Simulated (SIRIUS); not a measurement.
Runs of SIRIUS 7.12.0 on HfIn4SiO6. It takes space group Cm (No. 8, monoclinic). The conventional cell has a = 6.461 Å, b = 11.155 Å, c = 6.494 Å, α = 90.00°, β = 103.71°, γ = 90.00°. Around Hf (site symmetry m) lie 4 O at 1.97 to 2.02 Å. In (site symmetry 1) is surrounded by 3 O at 2.38 to 2.46 Å. Around In (site symmetry 1) lie 3 O at 2.42 to 2.65 Å. Si (site symmetry m) is surrounded by 4 O at 1.63 to 1.66 Å. Around O (site symmetry 1) lie 1 Si at 1.65 Å. Around O (site symmetry m) lie 1 Si at 1.66 Å. O (site symmetry m) has 1 Si at 1.63 Å as nearest neighbours. O (site symmetry 1) is surrounded by 1 Hf at 1.97 Å. The cell was built by a generator and needn't be a form met in nature.

| level | U | cell | k mesh | form of the Hubbard term | hubbard projectors | start of the occupations | mesh quality | gap on the mesh (eV) | pressure (GPa) | largest force (eV/Å) |
| --- | --- | --- | --- | --- | --- | --- | --- | --- | --- | --- |
| PBE | - | as given | 5 × 5 × 4 | - | - | - | not flagged | 0.64 | (b) | 0.15 |
| PBE+U | Hf d U = 6 eV | as given | 2 × 2 × 2 | simplified (Dudarev) | orthogonalised atomic orbitals | the program's own | coarse | 1.07 | 0.7 | (a) |
| PBE+U | Hf d U = 2 eV | as given | 2 × 2 × 2 | simplified (Dudarev) | orthogonalised atomic orbitals | the program's own | coarse | 1.07 | -0.1 | 0.13 |
| PBE+U | Hf d U = 4 eV | as given | 2 × 2 × 2 | simplified (Dudarev) | orthogonalised atomic orbitals | the program's own | coarse | 1.07 | 0.2 | 0.34 |
| PBE | - | atoms moved at random, drawn with an rms of 0.05 Å | 5 × 5 × 4 | - | - | - | not flagged | 0.58 | 0.1 | 2.98 |
| PBE+U | Hf d U = 8 eV | as given | 2 × 2 × 2 | simplified (Dudarev) | orthogonalised atomic orbitals | the program's own | coarse | 1.07 | 1.2 | 0.89 |
| PBE | - | as given | 2 × 2 × 2 | - | - | - | coarse | 1.06 | -0.5 | 0.13 |

Alike in all rows: task single point; potentials or basis PseudoDojo 0.4.1 PBE standard (scalar relativistic); no spin polarisation; cutoff (eV) 1152; smearing fermi-dirac 0.05 eV.

**Question.** Fill in the values left out.

**Answer.** (a) 0.60; (b) -0.4.

Caveats: some runs use coarse meshes; spin-orbit coupling is left out, which moves the levels of the heavy elements; an odd mesh through Γ misses points on the zone boundary, where band edges often lie (some runs).

A k mesh can miss the band edges, and the runs leave out spin-orbit coupling on Hf, In.
